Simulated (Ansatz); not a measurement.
This script for Ansatz 0.2.0, Python API starts 3 runs on C₂H₅BCl, SMILES [CH2]B(C)Cl. What input does the engine get in each?

Script `spin_c2h5bcl.py`:
```python
# -*- coding: utf-8 -*-
import logging
import sys

import ansatz as az

logging.basicConfig(stream=sys.stdout, format="%(name)s: %(message)s")
log = logging.getLogger("c2h5bcl")
log.setLevel(logging.INFO)

mol = (
    az.Crystal.molecule()
    .atom("C", [-0.1412, 1.4116, -0.534])
    .atom("B", [-0.0168, -0.1236, -0.4945])
    .atom("C", [0.3587, -0.8254, 0.8563])
    .atom("Cl", [-0.1944, -1.1201, -2.021])
    .atom("H", [-0.4538, 1.7702, -1.5918])
    .atom("H", [-0.9929, 1.7801, 0.1538])
    .atom("H", [-0.3554, -0.618, 1.6421])
    .atom("H", [1.4073, -0.4148, 1.2096])
    .atom("H", [0.4771, -1.9063, 0.7623])
)

setup = (
    mol.calculation()
    .basis(gaussian="def2-SVP")
    .functional("cam_b3lyp")
)
found = {}
for unpaired in [1, 3, 5]:
    rep = setup.spin("collinear", total=unpaired).run(threads=1).report
    s = unpaired / 2
    found[unpaired] = rep["free_energy_ev"]
    log.info(f"2S+1 = {unpaired + 1}: E = {found[unpaired]:.5f} eV, <S^2> = {abs(rep['mean_field']['state']['spin_squared']):.3f} (pure state {s * (s + 1):.2f})")
lowest = min(found, key=found.get)
for unpaired, e in found.items():
    log.info(f"multiplicity {unpaired + 1}: {96.485332 * (e - found[lowest]):.1f} kJ/mol above the lowest")
```

Run 1:
```yaml
crystal:
  periodic: [false, false, false]
  atoms:
    - { symbol: C, position_ang: [-0.1412, 1.4116, -0.534] }
    - { symbol: B, position_ang: [-0.0168, -0.1236, -0.4945] }
    - { symbol: C, position_ang: [0.3587, -0.8254, 0.8563] }
    - { symbol: Cl, position_ang: [-0.1944, -1.1201, -2.021] }
    - { symbol: H, position_ang: [-0.4538, 1.7702, -1.5918] }
    - { symbol: H, position_ang: [-0.9929, 1.7801, 0.1538] }
    - { symbol: H, position_ang: [-0.3554, -0.618, 1.6421] }
    - { symbol: H, position_ang: [1.4073, -0.4148, 1.2096] }
    - { symbol: H, position_ang: [0.4771, -1.9063, 0.7623] }
basis:
  gaussian:
    orbitals: def2-SVP
hamiltonian:
  xc: cam_b3lyp
magnetization:
  spin_polarized: true
  initial_magnetization: 1.0
```

Run 2, against run 1:
```diff
-  initial_magnetization: 1.0
+  initial_magnetization: 3.0
```

Run 3, against run 1:
```diff
-  initial_magnetization: 1.0
+  initial_magnetization: 5.0
```

Output of `python spin_c2h5bcl.py`:
```text
c2h5bcl: 2S+1 = 2: E = -15346.23220 eV, <S^2> = 0.754 (pure state 0.75)
c2h5bcl: 2S+1 = 4: E = -15340.17853 eV, <S^2> = 3.757 (pure state 3.75)
c2h5bcl: 2S+1 = 6: E = -15331.01938 eV, <S^2> = 8.757 (pure state 8.75)
c2h5bcl: multiplicity 2: 0.0 kJ/mol above the lowest
c2h5bcl: multiplicity 4: 584.1 kJ/mol above the lowest
c2h5bcl: multiplicity 6: 1467.8 kJ/mol above the lowest
```

In order: multiplicity 2 (+0.00 eV), multiplicity 4 (+6.05 eV) and multiplicity 6 (+15.21 eV), all at the one geometry.

These settings explore the input space; basis and method may be short of convergence. The geometry is a force-field or estimated start, not a minimum of this method, and the basis set is short of its limit. All parts are taken at fixed geometry, without zero-point energy. The species is open-shell (spin multiplicity 2). Hardware and time: 28 s on 1 thread of Arm Neoverse V1, on a shared host, peak memory 0.3 GiB.

(A comment or docstring line of the script was reworded after the run, the code is as it ran; lines on the test bed's own set-up are left out of the output.)
